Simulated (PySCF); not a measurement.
# I3Tl (Tl(I)3): the cost of one run

Method: several levels, as the steps say, no spin–orbit coupling; program: PySCF 2.14.0.

3 further runs of the same task are left out: 2 for a known fault of the program, 1 set aside as unsound or not needed.

### 1 The starting structure

4 atoms, charge 0, spin multiplicity 1.

Bond lengths: Tl1–I2 2.736 Å, Tl1–I3 2.736 Å, Tl1–I4 2.736 Å. Angles: I2–Tl1–I3 120.0°, I2–Tl1–I4 120.0°, I3–Tl1–I4 120.0°.

Geometry (Å):

```
Tl    0.00000    0.00000   -0.09491
I     2.73585    0.00003   -0.09349
I    -1.36795    2.36930   -0.09349
I    -1.36790   -2.36933   -0.09349
```

Formal oxidation states: Tl +3. An earlier session relaxed this geometry at r2SCAN, Tl def2-SVP with ECP60, I def2-SVP with ECP28 (singlet, point group D3h).

At r2SCAN on the finer grid: E = -1066.170676 Eh, HOMO -7.01 eV, LUMO -4.73 eV, Mulliken charge on Tl1 +0.42 e, largest force component 0.040 eV/Å. 

Levels to run: revPBE; M06-L; BLYP; PBE; r2SCAN, TZVP; r2SCAN, x2c-SVP. Hardware: 2 threads of Arm Neoverse V1, shared host.

### 2 revPBE

Contents of run.py (the lines that set the calculation):

```python
mol = gto.M(atom='''
Tl     0.00000     0.00000    -0.09491
I      2.73585     0.00003    -0.09349
I     -1.36795     2.36930    -0.09349
I     -1.36790    -2.36933    -0.09349''',
    basis={'Tl': 'def2-SVP', 'I': 'def2-SVP'},
    ecp={'Tl': 'def2-SVP', 'I': 'def2-SVP'},
    charge=0, spin=0)
mf = dft.RKS(mol, xc='PBE_R,PBE')
mf.grids.atom_grid = (75, 302)
mf = mf.density_fit()  # fitting sets: Tl def2-universal-JKFIT, I def2-universal-JKFIT
mf.conv_tol = 1e-08; mf.max_cycle = 55
mf.kernel(dm0)  # dm0: the density of the relaxed state
```

Command:

```bash
OMP_NUM_THREADS=2 python run.py
```

**Question.** How long does this run take on 2 threads of Arm Neoverse V1, shared host?

About 6.3 s.
